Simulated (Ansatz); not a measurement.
# Sc3C: one candidate of a structure search

Aim: relax a trial structure of Sc3C and see where it ends.

Computed with Ansatz 0.2.0 (DFT PBE, scalar-relativistic, plane waves, PAW, unless a step's input says otherwise).

**1. Starting point**

The structure is cubic, space group Fm-3m (No. 225). Conventional cell: a = 6.400 Å, b = 6.400 Å, c = 6.400 Å, α = 90.00°, β = 90.00°, γ = 90.00°. Around Sc (site symmetry -43m) lie 4 Sc at 2.77 Å and 4 C at 2.77 Å. Around Sc (site symmetry m-3m) lie 8 Sc at 2.77 Å. Around C (site symmetry m-3m) lie 8 Sc at 2.77 Å.

Structure file:

```
Sc C
1.0
     0.00000    3.20002    3.20002
     3.20002    0.00000    3.20002
     3.20002    3.20002    0.00000
Sc C
3 1
Direct
  0.25000 0.25000 0.25000
  0.00000 0.00000 0.00000
  0.75000 0.75000 0.75000
  0.50000 0.50000 0.50000
```

The cell is invented: species swapped into a database cell of AlNi3 (Fm-3m, No. 225), with C on the Al sites and Sc on the Ni sites. Its size is a rough estimate.

**2. Probe: one point on a coarse mesh**

File input.yaml:

```yaml
crystal:
  lattice:
    - [0.0, 3.2000167, 3.2000167]
    - [3.2000167, 0.0, 3.2000167]
    - [3.2000167, 3.2000167, 0.0]
  atoms:
    - { symbol: Sc, position: [0.25, 0.25, 0.25] }
    - { symbol: Sc, position: [0.0, 0.0, 0.0] }
    - { symbol: Sc, position: [0.75, 0.75, 0.75] }
    - { symbol: C, position: [0.5, 0.5, 0.5] }
basis:
  ecutwfc: 420
kpoints:
  mp_grid: { grid: [6, 6, 6] }
hamiltonian:
  xc: pbe
scf:
  occupations: { method: gaussian, width: 0.1 }
  lower_state_search: "off"
output:
  forces: true
  stress: true
  eigenvalues: true
```

Started as:

```
$ ansatz run input.yaml --threads 1 --pin off --max-ram 2048MiB --backend cpu --events-out ev --progress --plain --runs-dir out
```

What it wrote, shortened:

```text
Warning: RAYON_NUM_THREADS=1 ignored (pool sized by the plan → 1); use --threads N
[...]
Pseudopotentials: kind: paw
Pseudopotential: Sc, paw, valence charge 11, recommended cutoff 420 eV (normal), Sc.paw.azcp
Pseudopotential: C, paw, valence charge 4, recommended cutoff 420 eV (normal), C.paw.azcp
Functional definition: PBE
[...]
Crystal: 4 atoms, lattice volume = 65.537 Å³
Basis set: ecut = 420 eV, 1243 PW (Γ), exchange–correlation on 64×64×64 points (8 copies of the dense FFT grid, shifted against one another)
Bands: 23, of which v1, the nominal top of the filled ones, is band 19 counted from 1 (18 counted from 0)
Symmetry: 48 space group operations
Space group: Fm-3m (ITA 225), of the structure as read, at distance tolerance 4.0e-5 Å
k-points: 16 of 216
[...]
SCF iter   1: F=—  HF=-6654.449126 eV  |F-HF|=—  |Δ(HF+E_count)|=         —  Δρ=5.84e-3  dr2=3.84e-2  ethr=1.77e-3  ⟨swp⟩=4.2  Hψ=1435  notcnv=0
[...]
SCF iter   6: F=-6654.445811 eV  HF=-6654.445811 eV  |F-HF|=3.12e-9  |Δ(HF+E_count)|=   4.89e-7  Δρ=7.22e-6  dr2=3.18e-8  ethr=2.70e-10  ⟨swp⟩=5.1  Hψ=1390  notcnv=0
[...]
SCF converged after 6 iterations
Free energy (F): -6654.445811 eV
[...]
E sigma→0 (E₀):  -6654.420715 eV
Entropy (-TS):   -0.050193 eV (-12.548 meV/atom)
Fermi energy:    12.109119 eV
[...]
--- Forces (eV/Å), atoms counted from 1 ---
  atom   1  Sc    -0.00000000    -0.00000000     0.00000000
  atom   2  Sc    -0.00000000     0.00000000     0.00000000
  atom   3  Sc    -0.00000000     0.00000000     0.00000000
  atom   4  C      0.00000000    -0.00000000     0.00000000
[...]
--- Stress (GPa, compression-positive) ---
        1.174754       0.000000      -0.000000
        0.000000       1.174754      -0.000000
        0.000000       0.000000       1.174754
  P = ⅓ Tr σ = 1.1748 GPa (11.748 kbar)
--- Band table (eV; the first three rows and the last of 16) ---
  k-point 0: bands = ["-37.0689", "-36.7904", "-36.6934", "-15.8942", "-15.8942", "-15.8942", "-15.6609", "-15.6609", "-15.6609", "-15.2080", "-15.2080", "-15.2080", "2.0561", "9.6001", "9.6001", "9.6001", "10.7122", "10.7122", "10.9541", "12.6116", "12.6116", "12.6116", "15.4202"]
[...]
```

Run time: 1.9 s. Hardware: 1 thread of Intel Xeon Platinum 8259CL at 2.50GHz (Skylake/Cascade Lake), shared host; peak memory 0.47 GiB.

Read-out: pressure 1.2 GPa, largest force 0.00 eV/Å, gap on this mesh none (metal). The relaxation goes to the converged mesh at once.

**3. Final relaxation**

input.yaml: that of step 2 with these lines changed.

```diff
@@ -13,3 +13,3 @@
 kpoints:
-  mp_grid: { grid: [6, 6, 6] }
+  mp_grid: { grid: [12, 12, 12] }
 hamiltonian:
@@ -18,3 +18,2 @@
   occupations: { method: gaussian, width: 0.1 }
-  lower_state_search: "off"
 output:
@@ -23 +22,10 @@
   eigenvalues: true
+  write_density: true
+  write_potential: true
+  elf: true
+  volumetric_format: npy
+relax:
+  adjacent_minimum: "off"
+  f_tol: 0.01
+  max_steps: 80
+  cell: { stress_tol: 0.05 }
```

Started as:

```
$ ansatz run input.yaml --threads 1 --pin off --max-ram 2048MiB --backend cpu --events-out ev --progress --plain --runs-dir out
```

What it wrote:

```text
Warning: RAYON_NUM_THREADS=1 ignored (pool sized by the plan → 1); use --threads N
Engine: ansatz 0.2.0, x86_64-unknown-linux-gnu
[... 4 set-up lines as earlier in the session ...]
  parameter kappa = 0.804
  parameter beta = 0.06672455060314922
  exchange = pbe_x(kappa = kappa, mu = beta*pi^2/3)
  correlation = pbe_c(beta = beta)
Crystal: 4 atoms, lattice volume = 65.537 Å³
Basis set: ecut = 420 eV, 1243 PW (Γ), exchange–correlation on 64×64×64 points (8 copies of the dense FFT grid, shifted against one another)
Bands: 23, of which v1, the nominal top of the filled ones, is band 19 counted from 1 (18 counted from 0)
[... 2 set-up lines as earlier in the session ...]
k-points: 72 of 1728
Non-local potential: Sc, projectors of the file, l = 0: 3, l = 1: 2, l = 2: 3, l = 3: 1
Non-local potential: C, projectors of the file, l = 0: 2, l = 1: 2, l = 2: 1
PAW form: soft (Blöchl's): semilocal exchange-correlation on the pseudo side does not see the compensation charge
PAW one-centre angular grid: Sc, 590 points (default); XC on 64 Gauss nodes
PAW one-centre angular grid: C, 110 points (default); XC on 64 Gauss nodes
Initial density: superposition of atomic densities (neutral atoms: chi_scale 0, normalization atom), corrected by the library's trained network
Initial wavefunctions: pseudopotential atomic-orbital guess
Functional: x = pbe(κ = 0.804, μ = 0.2195149727645171), c = pbe(β = 0.06672455060314922)
SCF iter   1: F=—  HF=-6654.462732 eV  |F-HF|=—  |Δ(HF+E_count)|=         —  Δρ=5.66e-3  dr2=3.58e-2  ethr=1.77e-3  ⟨swp⟩=4.2  Hψ=6530  notcnv=0
preconditioner: auto → Kerker (q_TF=auto, 2.480 Å⁻¹)  [metal: Δε(μ)=0.007 eV  Ē_g=3.999 eV  σ=0.100 eV  W_gap=0.04  n_scr=14 (ndim 8)  ℏωp=16.5 eV  f_vac=0.000  D(μ)=8.18/eV (n_scr^D=112)]
SCF iter   2: F=—  HF=-6654.459117 eV  |F-HF|=—  |Δ(HF+E_count)|=   3.61e-3  Δρ=2.35e-3  dr2=2.54e-3  ethr=9.68e-5  ⟨swp⟩=2.0  Hψ=2468  notcnv=0
SCF iter   3: F=—  HF=-6654.459583 eV  |F-HF|=—  |Δ(HF+E_count)|=   4.66e-4  Δρ=1.31e-3  dr2=8.38e-4  ethr=6.85e-6  ⟨swp⟩=1.8  Hψ=1743  notcnv=0
SCF iter   4: F=—  HF=-6654.459762 eV  |F-HF|=—  |Δ(HF+E_count)|=   1.79e-4  Δρ=4.61e-4  dr2=2.18e-4  ethr=2.26e-6  ⟨swp⟩=2.0  Hψ=2084  notcnv=0
SCF iter   5: F=—  HF=-6654.459733 eV  |F-HF|=—  |Δ(HF+E_count)|=   2.94e-5  Δρ=1.15e-4  dr2=7.32e-6  ethr=5.90e-7  ⟨swp⟩=2.0  Hψ=2002  notcnv=0
SCF iter   6: F=—  HF=-6654.459726 eV  |F-HF|=—  |Δ(HF+E_count)|=   6.96e-6  Δρ=3.39e-5  dr2=6.10e-7  ethr=1.98e-8  ⟨swp⟩=2.1  Hψ=2031  notcnv=0
SCF iter   7: F=-6654.459726 eV  HF=-6654.459726 eV  |F-HF|=6.83e-9  |Δ(HF+E_count)|=   2.81e-7  Δρ=6.90e-6  dr2=2.77e-8  ethr=2.70e-10  ⟨swp⟩=8.0  Hψ=10078  notcnv=0
SCF 1 converged in 7 iterations: F = -6654.459726 eV  dr2 = 2.77e-8
relax step   1: F+E_penalty+E_count = -6654.45972594 eV  Δ(F+E_penalty+E_count) = +0.000e0 eV  max|allowed force component| = 2.082e-17 eV/Å  Δτ_max = 0.0000 Å  P = +1.134 GPa  Ω = 65.537 Å³  (7 SCF iters, dr2 threshold 1.00e-7 eV, accepted)
Crystal: 4 atoms, lattice volume = 67.078 Å³
Basis set: ecut = 420 eV, 1363 PW (Γ), exchange–correlation on 64×64×64 points (8 copies of the dense FFT grid, shifted against one another)
Initial density: handed on by an earlier stage of this run
Initial wavefunctions: those handed on with the density
iter 1 solved again at ethr=2.67e-6 eV; its pass at ethr=3.10e-3 eV (dr2=9.87e-4 eV) is discarded
SCF iter   1: F=—  HF=-6654.462297 eV  |F-HF|=—  |Δ(HF+E_count)|=         —  Δρ=8.50e-4  dr2=9.67e-4  ethr=2.67e-6  ⟨swp⟩=2.0  Hψ=8957  notcnv=0
preconditioner: auto → Kerker (q_TF=auto, 2.471 Å⁻¹)  [metal: Δε(μ)=0.008 eV  Ē_g=3.898 eV  σ=0.100 eV  W_gap=0.05  n_scr=14 (ndim 8)  ℏωp=16.3 eV  f_vac=0.000  D(μ)=8.30/eV (n_scr^D=112)]
SCF iter   2: F=—  HF=-6654.462228 eV  |F-HF|=—  |Δ(HF+E_count)|=   6.95e-5  Δρ=3.47e-4  dr2=5.19e-5  ethr=2.61e-6  ⟨swp⟩=2.0  Hψ=2049  notcnv=0
SCF iter   3: F=—  HF=-6654.462230 eV  |F-HF|=—  |Δ(HF+E_count)|=   2.64e-6  Δρ=1.84e-4  dr2=1.91e-5  ethr=1.40e-7  ⟨swp⟩=2.0  Hψ=1857  notcnv=0
SCF iter   4: F=—  HF=-6654.462231 eV  |F-HF|=—  |Δ(HF+E_count)|=   9.53e-7  Δρ=6.73e-5  dr2=4.15e-6  ethr=5.17e-8  ⟨swp⟩=2.0  Hψ=2141  notcnv=0
SCF iter   5: F=-6654.462231 eV  HF=-6654.462231 eV  |F-HF|=1.22e-7  |Δ(HF+E_count)|=   5.77e-7  Δρ=1.60e-5  dr2=1.03e-7  ethr=1.08e-9  ⟨swp⟩=5.6  Hψ=9600  notcnv=0
SCF 2 converged in 5 iterations: F = -6654.462231 eV  dr2 = 1.03e-7
relax step   2: F+E_penalty+E_count = -6654.46223073 eV  Δ(F+E_penalty+E_count) = -2.505e-3 eV  max|allowed force component| = 6.014e-17 eV/Å  Δτ_max = 0.0000 Å  P = -0.397 GPa  Ω = 67.078 Å³  energy of the carried Pulay correction = -9.880e-4 eV  (5 SCF iters, dr2 threshold 4.00e-7 eV, accepted)
Crystal: 4 atoms, lattice volume = 66.672 Å³
Basis set: ecut = 420 eV, 1291 PW (Γ), exchange–correlation on 64×64×64 points (8 copies of the dense FFT grid, shifted against one another)
iter 1 solved again at ethr=1.57e-7 eV; its pass at ethr=3.10e-3 eV (dr2=5.79e-5 eV) is discarded
SCF iter   1: F=—  HF=-6654.463006 eV  |F-HF|=—  |Δ(HF+E_count)|=         —  Δρ=2.11e-4  dr2=5.73e-5  ethr=1.57e-7  ⟨swp⟩=2.0  Hψ=9047  notcnv=0
preconditioner: auto → Kerker (q_TF=auto, 2.473 Å⁻¹)  [metal: Δε(μ)=0.006 eV  Ē_g=3.905 eV  σ=0.100 eV  W_gap=0.03  n_scr=14 (ndim 8)  ℏωp=16.4 eV  f_vac=0.000  D(μ)=8.29/eV (n_scr^D=112)]
SCF iter   2: F=—  HF=-6654.462995 eV  |F-HF|=—  |Δ(HF+E_count)|=   1.10e-5  Δρ=8.31e-5  dr2=2.68e-6  ethr=1.55e-7  ⟨swp⟩=2.0  Hψ=2053  notcnv=0
SCF iter   3: F=—  HF=-6654.462996 eV  |F-HF|=—  |Δ(HF+E_count)|=   1.12e-6  Δρ=4.31e-5  dr2=1.01e-6  ethr=1.06e-9  ⟨swp⟩=8.4  Hψ=10752  notcnv=0
SCF iter   4: F=-6654.462996 eV  HF=-6654.462996 eV  |F-HF|=1.60e-7  |Δ(HF+E_count)|=   1.36e-7  Δρ=1.55e-5  dr2=2.12e-7  ethr=1.06e-9  ⟨swp⟩=8.0  Hψ=10212  notcnv=0
SCF 3 converged in 4 iterations: F = -6654.462996 eV  dr2 = 2.12e-7
relax step   3: F+E_penalty+E_count = -6654.46299620 eV  Δ(F+E_penalty+E_count) = -7.655e-4 eV  max|allowed force component| = 1.677e-16 eV/Å  Δτ_max = 0.0000 Å  P = -0.001 GPa  Ω = 66.672 Å³  energy of the carried Pulay correction = -7.297e-4 eV  (4 SCF iters, dr2 threshold 3.93e-7 eV, accepted)
Initial wavefunctions: pseudopotential atomic-orbital guess (no wavefunctions were taken with the density)
iter 1 solved again at ethr=3.46e-8 eV; its pass at ethr=3.10e-3 eV (dr2=1.28e-5 eV) is discarded
SCF iter   1: F=—  HF=-6654.463783 eV  |F-HF|=—  |Δ(HF+E_count)|=         —  Δρ=5.05e-5  dr2=4.57e-7  ethr=3.46e-8  ⟨swp⟩=2.9  Hψ=10228  notcnv=0
preconditioner: auto → Kerker (q_TF=auto, 2.473 Å⁻¹)  [metal: Δε(μ)=0.006 eV  Ē_g=3.906 eV  σ=0.100 eV  W_gap=0.03  n_scr=14 (ndim 8)  ℏωp=16.4 eV  f_vac=0.000  D(μ)=8.28/eV (n_scr^D=112)]
SCF iter   2: F=—  HF=-6654.463775 eV  |F-HF|=—  |Δ(HF+E_count)|=   7.23e-6  Δρ=2.59e-5  dr2=1.18e-7  ethr=1.24e-9  ⟨swp⟩=2.0  Hψ=2143  notcnv=0
SCF iter   3: F=—  HF=-6654.463776 eV  |F-HF|=—  |Δ(HF+E_count)|=   1.50e-7  Δρ=1.21e-5  dr2=2.58e-8  ethr=3.18e-10  ⟨swp⟩=2.0  Hψ=1964  notcnv=0
SCF iter   4: F=—  HF=-6654.463776 eV  |F-HF|=—  |Δ(HF+E_count)|=   3.59e-8  Δρ=1.95e-6  dr2=3.00e-9  ethr=6.97e-11  ⟨swp⟩=2.0  Hψ=2152  notcnv=0
SCF iter   5: F=—  HF=-6654.463776 eV  |F-HF|=—  |Δ(HF+E_count)|=  4.57e-10  Δρ=5.03e-7  dr2=1.01e-10  ethr=8.11e-12  ⟨swp⟩=2.0  Hψ=2119  notcnv=0
SCF iter   6: F=-6654.463776 eV  HF=-6654.463776 eV  |F-HF|=9.09e-13  |Δ(HF+E_count)|=  9.64e-11  Δρ=7.31e-8  dr2=3.30e-12  ethr=1.00e-12  ⟨swp⟩=4.8  Hψ=6184  notcnv=0
SCF 4 converged in 6 iterations: F = -6654.463776 eV  dr2 = 3.30e-12
relax step   4: F+E_penalty+E_count = -6654.46377559 eV  Δ(F+E_penalty+E_count) = -7.794e-4 eV  max|allowed force component| = 1.642e-16 eV/Å  Δτ_max = 0.0000 Å  P = +0.008 GPa  Ω = 66.672 Å³  stress off target by 8.37e-3 GPa  SCF on the basis re-selected at this cell (its energy is not comparable with the rows above)  (6 SCF iters)
basis re-selected at this cell: Δ(F+E_penalty+E_count) = -7.794e-4 eV, ΔP = +0.010 GPa vs the last step (what re-selecting the basis moved, of the pressure what is left beyond the Pulay correction that the steps carried, after the strain that the cell walked since its last selection, with what the two solves' SCF thresholds leave and, on support functions, any second-order correction that the steps lacked; it is no measure of the basis error at this ecutwfc). This SCF's stress stands 8.37e-3 GPa from its target on what of the cell is left free (relax.cell.stress_tol is 5.00e-2 GPa) and its largest allowed force component is 1.64e-16 eV/Å (relax.f_tol is 1.00e-2 eV/Å): within both
SCF converged after 6 iterations
Free energy (F): -6654.463776 eV
Harris-Foulkes:  -6654.463776 eV  (|F-HF|=9.09e-13)
Internal energy: -6654.422358 eV  (E = F + TS)
E sigma→0 (E₀):  -6654.443067 eV
Entropy (-TS):   -0.041418 eV (-10.354 meV/atom)
Fermi energy:    11.875124 eV
--- Per-component energies (eV) ---
  E_band       = -392.885251
  E_kinetic    = 871.973844
  E_local      = -2344.050617  (includes V_loc(G=0)·N_el)
  E_nonlocal   = 283.955933
  E_hartree    = 800.852156
  E_xc         = -361.080649
  E_vxc        = -447.286754  (∫ρ·V_xc dr)
  E_paw        = -2968.146134  (= ΣΔE_a)
  E_vpaw       = -359.181982  (= ΣTr[D̂ρ^β])
  E_aug_tail   = 0.000035  (compensation charges beyond the density's cutoff)
  E_ewald      = -2937.926926
  E_smearing   = -0.041418  (= −TS)
  E_closure    = -0.000000  (closes the sum)
  Σ components = -6654.463776   (vs F -6654.463776, Δ=0.00e0)
--- Forces (eV/Å), atoms counted from 1 ---
  atom   1  Sc     0.00000000     0.00000000    -0.00000000
  atom   2  Sc    -0.00000000     0.00000000    -0.00000000
  atom   3  Sc    -0.00000000     0.00000000     0.00000000
  atom   4  C      0.00000000     0.00000000     0.00000000
  max |Σ_I F_I| component: 2.78e-17 eV/Å
--- Stress (GPa, compression-positive) ---
        0.008367       0.000000       0.000000
        0.000000       0.008367       0.000000
        0.000000       0.000000       0.008367
  P = ⅓ Tr σ = 0.0084 GPa (0.084 kbar)
--- Band table (eV; the first three rows and the last of 72) ---
  k-point 0: bands = ["-37.3342", "-37.0794", "-36.9818", "-16.1513", "-16.1513", "-16.1513", "-15.9339", "-15.9339", "-15.9339", "-15.5001", "-15.5001", "-15.5001", "1.8734", "9.4082", "9.4082", "9.4082", "10.5180", "10.5180", "10.6198", "12.3567", "12.3567", "12.3567", "15.1103"]
  k-point 1: bands = ["-37.3292", "-37.0807", "-36.9857", "-16.1697", "-16.1625", "-16.1625", "-15.9235", "-15.9235", "-15.9034", "-15.5138", "-15.4994", "-15.4994", "1.9132", "9.1237", "9.3704", "9.3704", "10.6391", "10.6391", "11.0067", "12.3021", "12.3327", "12.3327", "14.7214"]
  k-point 2: bands = ["-37.3148", "-37.0845", "-36.9968", "-16.2002", "-16.1887", "-16.1887", "-15.8995", "-15.8995", "-15.8410", "-15.5498", "-15.4973", "-15.4973", "2.0230", "8.6795", "9.3008", "9.3008", "10.9455", "10.9455", "11.7322", "12.1376", "12.2748", "12.2748", "14.2825"]
  k-point 71: bands = ["-37.1629", "-37.1178", "-37.1178", "-16.4135", "-16.2130", "-16.2130", "-15.9765", "-15.6919", "-15.6883", "-15.5469", "-15.5469", "-15.4874", "2.5654", "8.6517", "8.6517", "9.4775", "10.8347", "11.7440", "11.7440", "12.3409", "12.9146", "13.2486", "13.2486"]
--- Relaxed structure (3 steps of the walk, 3 accepted, 1 SCFs on fresh bases) ---
  F+E_penalty+E_count = -6654.46377559 eV   max|allowed force component| = 1.642e-16 eV/Å   (the final SCF, on the basis selected at the relaxed cell)
  cell:  # Å, volume = 66.6716 Å³
    - [-7.802288425371371e-35, 3.2183766965608336, 3.2183766965608336]
    - [3.2183766965608336, -4.808757356045212e-34, 3.2183766965608336]
    - [3.2183766965608336, 3.2183766965608336, -1.910764512335845e-35]
  atoms:
    - { symbol: Sc, position: [0.24999999999999997, 0.24999999999999997, 0.24999999999999997] }
    - { symbol: Sc, position: [-1.0773349501868548e-34, -4.6529741892958427e-35, 2.2920061069714524e-34] }
    - { symbol: Sc, position: [0.75, 0.75, 0.75] }
    - { symbol: C, position: [0.49999999999999994, 0.49999999999999994, 0.49999999999999994] }
```

Run time: 30 s. Hardware: 1 thread of Intel Xeon Platinum 8259CL at 2.50GHz (Skylake/Cascade Lake), shared host; peak memory 0.55 GiB.

Relaxation path:

| step | energy from step 1 (eV/cell) | largest force component (eV/Å) | pressure (GPa) | volume (Å³) |
| --- | --- | --- | --- | --- |
| 1 | 0.0000 | 0.0000 | 1.13 | 65.54 |
| 2 | -0.0025 | 0.0000 | -0.40 | 67.08 |
| 3 | -0.0033 | 0.0000 | 0.00 | 66.67 |
| 4 | -0.0040 | 0.0000 | 0.01 | 66.67 |

Step 1 is the start. Step 4 repeats the geometry before it on a plane-wave basis chosen anew for that cell, so its energy need not be comparable with the rows above.

Lengths and angles in the start's conventional setting:

|  | before | after | change |
| --- | --- | --- | --- |
| a (Å) | 6.400 | 6.437 | +0.6 % |
| b (Å) | 6.400 | 6.437 | +0.6 % |
| c (Å) | 6.400 | 6.437 | +0.6 % |
| volume (Å³/atom) | 16.38 | 16.67 | +1.7 % |
| shortest distance (Å) | 2.771 | 2.787 | +0.6 % |
| space group (0.01 Å) | Fm-3m | Fm-3m | same |

The run keeps the 48 symmetry operations of the start, so it could not have lowered the symmetry.

Axes a, b and c in the maps are those of this run's conventional cell (a, b, c = 6.437, 6.437, 6.437 Å).

Density in a lattice plane of the grid's cell (edges 6.44 and 6.44 Å, at 0.000 of the third edge), which holds Sc and C.

Ten even steps from ' ' (0.14 e/Å³) to '@' (7.55 e/Å³):
```
%%##--              ..........              --##
--::..                  ..                  ..::
                                                
                                                
                                                
                                                
                                                
..                  ..::--::..                  
......              --##%%##--              ....
......            ..++@@@@@@++..            ....
......              --##%%##--              ....
..                  ..::--::..                  
                                                
                                                
                                                
                                                
                                                
--::..                  ..                  ..::
%%##--              ..........              --##
@@@@++..            ..........            ..++@@
```
Columns run along the first of these edges and rows up along the second, over one cell in 24 and 20 even steps from the bottom left corner. Atoms in the plane (fractional): Sc at (0.00, 0.00), Sc at (0.50, 0.50), C at (0.00, 0.50), C at (0.50, 1.00).

ELF in the same plane.

Values, 12 rows by 12 columns:
```
0.67 0.59 0.14 0.36 0.58 0.79 0.70 0.79 0.58 0.36 0.14 0.59
0.13 0.14 0.35 0.35 0.36 0.58 0.69 0.58 0.36 0.35 0.35 0.14
0.34 0.36 0.35 0.32 0.35 0.36 0.34 0.36 0.35 0.32 0.35 0.36
0.69 0.58 0.36 0.35 0.35 0.14 0.13 0.14 0.35 0.35 0.36 0.58
0.70 0.79 0.58 0.36 0.14 0.59 0.67 0.59 0.14 0.36 0.58 0.79
0.00 0.70 0.69 0.34 0.13 0.67 0.00 0.67 0.13 0.34 0.69 0.70
0.70 0.79 0.58 0.36 0.14 0.59 0.67 0.59 0.14 0.36 0.58 0.79
0.69 0.58 0.36 0.35 0.35 0.14 0.13 0.14 0.35 0.35 0.36 0.58
0.34 0.36 0.35 0.32 0.35 0.36 0.34 0.36 0.35 0.32 0.35 0.36
0.13 0.14 0.35 0.35 0.36 0.58 0.69 0.58 0.36 0.35 0.35 0.14
0.67 0.59 0.14 0.36 0.58 0.79 0.70 0.79 0.58 0.36 0.14 0.59
0.00 0.67 0.13 0.34 0.69 0.70 0.00 0.70 0.69 0.34 0.13 0.67
```
Columns run along the first of these edges and rows up along the second, over one cell in 12 and 12 even steps from the bottom left corner. Atoms in the plane (fractional): Sc at (0.00, 0.00), Sc at (0.50, 0.50), C at (0.00, 0.50), C at (0.50, 1.00).

Both are smooth fields of the valence electrons: close to the nuclei they are not physical.

Maxima of ELF outside the ion cores: 0.80 in the shell around C, 0.8 Å from C.

**4. Summary of results**

| quantity | value |
| --- | --- |
| symmetry at the end (tolerance 0.05 Å) | space group Fm-3m (No. 225) |
| conventional cell | a = 6.437 Å, b = 6.437 Å, c = 6.437 Å, α = 90.00°, β = 90.00°, γ = 90.00° |
| volume | 16.67 Å³/atom |
| energy over the elements | +0.98 eV/atom |
| gap on the mesh | none (metal) |

The space group Fm-3m (No. 225) is kept, and the volume per atom grows by 1.7 % from the first guess. With a positive formation energy it can't be a ground state. No finished test with a distortion of lower symmetry is shown, so the end may be a saddle point.
